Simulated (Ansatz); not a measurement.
Working through vertical and adiabatic energies of changing the electron count of CH4Te, SMILES C[TeH]

With Ansatz's Python interface.

Notebook, run cell by cell (the value of a cell's last expression is shown):

**Cell 1**
```python
import itertools

import ansatz
from ase.data import atomic_numbers, covalent_radii
import numpy as np

geometry_ang = [
    ('C', [-0.1961, -0.3555, -0.4563]),
    ('Te', [0.2994, -0.1624, 1.5963]),
    ('H', [-1.0048, 0.4907, -0.731]),
    ('H', [-0.6314, -1.2911, -0.6605]),
    ('H', [0.6624, -0.2042, -1.1174]),
    ('H', [0.9124, 1.4585, 1.3228]),
]
mol = ansatz.Crystal.molecule()
for symbol, xyz in geometry_ang:
    mol = mol.atom(symbol, xyz)
```

**Cell 2**
```python
calc = mol.calculation()
calc = calc.basis(gaussian='def2-TZVP')
calc = calc.functional('B3LYP')
symbols = [site.symbol for site in mol.cartesian_sites]
start = np.array([site.position_ang for site in mol.cartesian_sites], dtype=float)
r = calc.relax(force_tolerance=0.01).run(threads=1, backend='cpu').report
end = np.array(r['positions_ang'])
```

**Cell 3**
```python
minimum = ansatz.Crystal.molecule()
for symbol, place in zip(symbols, end):
    minimum = minimum.atom(symbol, place.tolist())
ion = (
    minimum.calculation()
    .basis(gaussian='def2-TZVP')
    .functional('B3LYP')
    .charge(1)  # electrons removed from the neutral system
    .spin('collinear', total=1)  # spin-polarised run
)
vertical = ion.run(threads=1, backend='cpu').report
settled = ion.relax(force_tolerance=0.01, max_steps=80).run(threads=1, backend='cpu').report
print(f'vertical ionisation energy   {vertical["free_energy_ev"] - r["free_energy_ev"]:.3f} eV')
print(f'adiabatic, no zero point     {settled["free_energy_ev"] - r["free_energy_ev"]:.3f} eV')
print(f'relaxation energy of the ion {vertical["free_energy_ev"] - settled["free_energy_ev"]:.3f} eV')
ionised = np.array(settled['positions_ang'])
# pairs closer than 1.2 times the sum of covalent radii, before or after
radius = [covalent_radii[atomic_numbers[s]] for s in symbols]
span = lambda where, i, j: np.linalg.norm(where[i] - where[j])
bonded = [(i, j) for i, j in itertools.combinations(range(len(symbols)), 2) if min(span(end, i, j), span(ionised, i, j)) < 1.2 * (radius[i] + radius[j])]
print('pair        before    after (A)')
for i, j in bonded:
    print(f'{symbols[i]}{i}-{symbols[j]}{j}'.ljust(10), f'{span(end, i, j):8.4f} {span(ionised, i, j):8.4f}')
```
Output:
```text
vertical ionisation energy   8.390 eV
adiabatic, no zero point     8.372 eV
relaxation energy of the ion 0.018 eV
pair        before    after (A)
C0-Te1       2.1677   2.1396
C0-H2        1.0854   1.0896
C0-H3        1.0877   1.0864
C0-H4        1.0854   1.0896
Te1-H5       1.6636   1.6698
```

Caveats:
- The energies are electronic: no zero-point or thermal terms, and the basis set is short of its limit. The product may relax into another structure. Each relaxation finds its nearest minimum, which needn't be the lowest.
- def2 sets replace the cores of elements past krypton by effective core potentials.
- b3lyp holds the VWN-RPA fit, as in Gaussian; the form of ORCA and Turbomole is b3lyp5.
- It ran for 49 s on 1 thread of Arm Neoverse V1 (shared host), peak memory 0.26 GiB.
